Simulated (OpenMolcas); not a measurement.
**SiSbH3F (SMILES [F][Sb][SiH3]) at 6 levels**

Wanted: a comparison of 6 runs (UHF/STO-3G, UHF/3-21G, UHF/def2-SVP, UPBE0/def2-SVP, ROMP2/def2-SVP, ROMP2/def2-SVPD) of SiSbH3F. 

The results are computed with OpenMolcas 26.06.

5 further runs of the same task are left out: 2 that didn't finish, 3 set aside as unsound or not needed.

### Step 1. The molecule

SiSbH3F has 6 atoms, charge 0, and is taken as a doublet. As SMILES, `[F][Sb][SiH3]`. The shape is that of a PBE0-D4/def2-TZVP optimisation.

Bond lengths: F1–Sb2 1.930 Å, Sb2–Si3 2.584 Å, Si3–H4 1.489 Å, Si3–H5 1.486 Å, Si3–H6 1.486 Å. Angles: F1–Sb2–Si3 92.8°, Sb2–Si3–H4 107.7°, Sb2–Si3–H5 110.6°, Sb2–Si3–H6 110.6°, H4–Si3–H5 109.3°, H4–Si3–H6 109.2°, H5–Si3–H6 109.4°.

### Step 2. Energy and forces at UHF/STO-3G (run 1)

Contents of coord.xyz:

```xyz
6

F      1.318400    -1.809300     1.358700
Sb    -0.277900    -1.949500     0.282800
Si    -0.243200     0.561400    -0.325900
H     -1.407700     0.828000    -1.214900
H      1.011400     0.907100    -1.044100
H     -0.358900     1.398200     0.897100
```

Contents of mol.input:

```
&gateway
 baslib=$CurrDir
 coord=coord.xyz
 basis=STO-3G
 group=NoSym

&seward

&scf
 uhf
 spin=2
 thresholds=1e-10 1e-07 1e-07 1e-05
 prorbitals=1 2

&alaska
```

The basis set STO-3G is read from a file made from the Basis Set Exchange's data (not shown).

Started as:

```console
export MOLCAS_MEM=1860
pymolcas mol.input > mol.log
```

The program printed:

```text
--- Start Module: gateway ---
[...]
--- Stop Module: gateway /rc=_RC_ALL_IS_WELL_ ---
[...]
      Basis functions           44
[...]
--- Start Module: scf ---
[...]
       Convergence after  20 Iterations
[...]
::    Total SCF energy                              -6636.7390713746
[...]
      Total spin, S                                     0.5073858131
[...]
      Total electronic charge=   77.000000
      Total            charge=   -0.000000
[...]
      Dipole Moment (debye):
      Origin of the operator (angstrom)=   -0.0943   -1.4699    0.2897
                   X= -4.3955E-01               Y=  8.5898E-01               Z= -5.2150E-01           Total=  1.0968E+00
      Quadrupole Moment (debye*angstrom):
[...]
--- Stop Module: scf /rc=_RC_ALL_IS_WELL_ ---
[...]
--- Start Module: alaska ---
[...]
 *              Molecular gradients               *
 **************************************************
  Irreducible representation: a
 ------------------------------------------------------------------------------------------
                              X                       Y                       Z
 ------------------------------------------------------------------------------------------
  F1               -6.93339631403944E-04    1.11462594971873E-03   -7.65115660332327E-04
  SB2              -1.01457944549210E-03   -1.60258165818448E-02    3.30318026895071E-03
  SI3               4.31649923525035E-03   -9.29289569086933E-03    5.40387395771980E-03
  H4               -2.75694339127686E-02    2.56993892783353E-03   -2.00835148712066E-02
  H5                2.77317233258119E-02    5.33348777435094E-03   -1.55112706969844E-02
  H6               -2.77086957142159E-03    1.63006596206889E-02    2.76528470018844E-02
 ------------------------------------------------------------------------------------------
--- Stop Module: alaska /rc=_RC_ALL_IS_WELL_ ---
[...]
```

Run time: 3.3 s. Hardware: 1 thread of Arm Neoverse V2, shared host; peak memory 0.38 GiB.

### Step 3. Energy and gradient at UHF/3-21G (run 2)

Contents of calc.inp:

```
&GATEWAY
  BASLIB=$CurrDir
  COORD
  6
  angstrom
  F        1.318400      -1.809300       1.358700
  Sb      -0.277900      -1.949500       0.282800
  Si      -0.243200       0.561400      -0.325900
  H       -1.407700       0.828000      -1.214900
  H        1.011400       0.907100      -1.044100
  H       -0.358900       1.398200       0.897100
  BASIS=3-21G
  GROUP=NoSym

&SEWARD

&SCF
  UHF
  SPIN=2
  THRESHOLDS=1e-10 1e-07 1e-07 1e-05
  PRORBITALS=1 1

&ALASKA
```

The basis set 3-21G is read from a file made from the Basis Set Exchange's data (not shown).

Started as:

```console
export MOLCAS_MEM=1860
pymolcas calc.inp > calc.log
```

The program printed:

```text
--- Start Module: gateway ---
[...]
--- Stop Module: gateway /rc=_RC_ALL_IS_WELL_ ---
[...]
      Basis functions           59
[...]
--- Start Module: scf ---
[...]
       Convergence after  18 Iterations
[...]
::    Total SCF energy                              -6673.7052122811
[...]
      Total spin, S                                     0.5037848498
[...]
      Total electronic charge=   77.000000
      Total            charge=   -0.000000
[...]
      Dipole Moment (debye):
      Origin of the operator (angstrom)=   -0.0943   -1.4699    0.2897
                   X= -2.0653E+00               Y= -9.3025E-02               Z= -1.4135E+00           Total=  2.5044E+00
      Quadrupole Moment (debye*angstrom):
[...]
--- Stop Module: scf /rc=_RC_ALL_IS_WELL_ ---
[...]
--- Start Module: alaska ---
[...]
 *              Molecular gradients               *
 **************************************************
  Irreducible representation: a
 ------------------------------------------------------------------------------------------
                              X                       Y                       Z
 ------------------------------------------------------------------------------------------
  F1                7.83657282393335E-03   -8.80468810265628E-04    5.66135845794946E-03
  SB2              -6.68365533854143E-03    1.27526402722467E-02   -7.86537984582836E-03
  SI3              -3.38879763157385E-04   -1.28376392479304E-02    3.04191746230131E-03
  H4               -5.08635938710533E-04    4.82942932121366E-04   -4.88434618413081E-04
  H5                6.74486003049424E-06    1.78798144570891E-04   -3.82536687471013E-04
  H6               -3.12146643547950E-04    3.03726709359520E-04    3.30752313510985E-05
 ------------------------------------------------------------------------------------------
--- Stop Module: alaska /rc=_RC_ALL_IS_WELL_ ---
[...]
```

It took 4.2 s on 1 thread of Arm Neoverse V2, shared host; peak memory 0.39 GiB.

Run 3 isn't shown in full; the table further down has it.

### Step 4. Energy and forces at UPBE0/def2-SVP (core potential) (run 4)

Contents of geom.xyz:

```xyz
6

F      1.318400    -1.809300     1.358700
Sb    -0.277900    -1.949500     0.282800
Si    -0.243200     0.561400    -0.325900
H     -1.407700     0.828000    -1.214900
H      1.011400     0.907100    -1.044100
H     -0.358900     1.398200     0.897100
```

Contents of test.inp:

```
>>> EXPORT MOLCAS_PRINT=2

&GATEWAY
  BASLIB
  $CurrDir
  COORD
  geom.xyz
  BASIS
  def2-SVP
  GROUP
  NoSym

&SEWARD
  GRIDINPUT
  Grid=UltraFine
  End of Grid

&SCF
  UHF
  SPIN
  2
  KSDFT
  PBE0
  THRESHOLDS
  1e-10 1e-07 1e-07 1e-05
  PRORBITALS
  1 1

&ALASKA
```

The basis set def2-SVP is read from a file made from the Basis Set Exchange's data (not shown).

Started as:

```console
export MOLCAS_MEM=1860
pymolcas test.inp > test.log
```

The program printed:

```text
--- Start Module: gateway ---
[...]
--- Stop Module: gateway /rc=_RC_ALL_IS_WELL_ ---
[...]
      Basis functions           73
[...]
--- Start Module: scf ---
[...]
       Convergence after  17 Iterations
[...]
::    Total KS-DFT energy                            -630.9963980681
[...]
      Total spin, S                                     0.5017348985
[...]
      Total electronic charge=   49.000000
      Total            charge=   -0.000000
[...]
      Dipole Moment (debye):
      Origin of the operator (angstrom)=   -0.0943   -1.4699    0.2897
                   X= -1.8783E+00               Y= -8.2479E-02               Z= -1.2860E+00           Total=  2.2778E+00
      Quadrupole Moment (debye*angstrom):
[...]
--- Stop Module: scf /rc=_RC_ALL_IS_WELL_ ---
[...]
--- Start Module: alaska ---
[...]
 *              Molecular gradients               *
 **************************************************
  Irreducible representation: a
 ------------------------------------------------------------------------------------------
                              X                       Y                       Z
 ------------------------------------------------------------------------------------------
  F1               -9.64761335592002E-03   -1.28301518392160E-03   -6.40509250554544E-03
  SB2               9.88263671712630E-03    2.71520168222139E-03    6.20398218871454E-03
  SI3              -9.15840322961436E-05    1.99516152493295E-03   -5.54261019303226E-04
  H4                2.21948842331798E-03   -7.49060770932619E-04    1.75230304963270E-03
  H5               -2.43332597247115E-03   -8.88649661850760E-04    1.28911316779456E-03
  H6                7.03982202605036E-05   -1.78963759045159E-03   -2.28604488117679E-03
 ------------------------------------------------------------------------------------------
--- Stop Module: alaska /rc=_RC_ALL_IS_WELL_ ---
[...]
```

It took 30 s on 1 thread of Arm Neoverse V2, shared host; peak memory 0.42 GiB.

Run 5 isn't shown in full; the table further down has it.

### Step 5. The energy at ROMP2/def2-SVPD (core potential) (run 6)

Contents of mol.xyz:

```xyz
6

F      1.318400    -1.809300     1.358700
Sb    -0.277900    -1.949500     0.282800
Si    -0.243200     0.561400    -0.325900
H     -1.407700     0.828000    -1.214900
H      1.011400     0.907100    -1.044100
H     -0.358900     1.398200     0.897100
```

Contents of mol.input:

```
* FH3SbSi ROMP2

&GATEWAY
 BASLIB
 $CurrDir
 COORD
 mol.xyz
 BASIS
 def2-SVPD
 GROUP
 NoSym

&SEWARD

&SCF
 UHF
 SPIN
 2
 PRORBITALS
 1 2

&RASSCF
 FILEORB
 $Project.UnaOrb
 SPIN
 2
 NACTEL
 1 0 0
 INACTIVE
 24
 RAS2
 1
 OUTORBITALS
 Canonical
 ORBLISTING
 Nothing

&CASPT2
 IPEA
 0.0
 FROZEN
 10
```

The basis set def2-SVPD is read from a file made from the Basis Set Exchange's data (not shown).

Started as:

```console
export MOLCAS_MEM=1860
pymolcas mol.input > mol.log
```

The program printed:

```text
--- Start Module: gateway ---
[...]
--- Stop Module: gateway /rc=_RC_ALL_IS_WELL_ ---
[...]
      Basis functions          103
[...]
       Convergence after  15 Iterations
[...]
::    Total SCF energy                               -629.2251537202
[...]
      Total spin, S                                     0.5076778953
[...]
--- Start Module: rasscf ---
[...]
      Number of active orbitals                  1
[...]
      Spin quantum number                      0.5
[...]
      Active orbitals                            1
[...]
      Number of CSFs                             1
[...]
      Number of root(s) required                 1
[...]
      Convergence after  7 iterations
[...]
      printout of CI-coefficients larger than  0.05 for root  1
      energy=    -629.221291
      conf/sym  1     Coeff  Weight
             1  u   1.00000 1.00000
      Natural orbitals and occupation numbers for root  1
      sym 1:   1.000000
      ************************************************************************************************************************
      *                                                    Final results                                                     *
[...]
::    RASSCF root number  1 Total energy:   -629.22129082
[...]
      Total electronic charge=   49.000000
      Total            charge=   -0.000000
[...]
      Dipole Moment (debye):
      Origin of the operator (angstrom)=   -0.0943   -1.4699    0.2897
                   X= -2.1593E+00               Y=  4.1224E-01               Z= -1.6061E+00           Total=  2.7225E+00
      Quadrupole Moment (debye*angstrom):
[...]
--- Stop Module: rasscf /rc=_RC_ALL_IS_WELL_ ---
[...]
--- Start Module: caspt2 ---
[...]
 ###    WARNING: User changed nr of frozen orbitals.                         ###
 ###############################################################################
[...]
      E2 (Variational):          -0.4167681732
      Total energy:            -629.6380589959
[...]
      Reference weight:           0.86646
[...]
::    CASPT2 Root  1     Total energy:   -629.63805900
[...]
--- Stop Module: caspt2 /rc=_RC_ALL_IS_WELL_ ---
[...]
```

Wall time 19 s (1 thread of Arm Neoverse V2, shared host); peak memory 0.58 GiB.

### Step 6. All runs side by side

```tsv
run	level	integration grid	task	energy (Eh)	dipole moment (D)	HOMO energy (eV)	LUMO energy (eV)	wall time
1	UHF/STO-3G	–	gradient	-6636.739071	1.10	-6.03	4.20	3.3 s
2	UHF/3-21G	–	gradient	-6673.705212	2.50	-8.75	0.11	4.2 s
3	UHF/def2-SVP (core potential)	–	gradient	-629.206797	2.84	-8.95	0.26	6.6 s
4	UPBE0/def2-SVP (core potential)	UltraFine	gradient	-630.996398	2.28	-6.23	-3.14	30 s
5	ROMP2/def2-SVP (core potential)	–	energy	-629.593624	–	–	–	7.5 s
6	ROMP2/def2-SVPD (core potential)	–	energy	-629.638059	–	–	–	19 s
```

### Step 7. What came out

| quantity | value |
| --- | --- |
| run 6: total energy | -629.63806 Eh |

**Reading.** Over runs 1, 2, 3, 4 the dipole moment (its size) runs from 1.10 D (UHF/STO-3G) to 2.84 D (UHF/def2-SVP). The two ends differ in basis and core potential. Some runs of one species differ in core potentials or relativity; totals across that change don't compare. In run 1 the basis is minimal, so the values are rough. In runs 1, 2 relativity is left out where basis or elements ask for it. All runs together took 71 s, the longest 30 s.
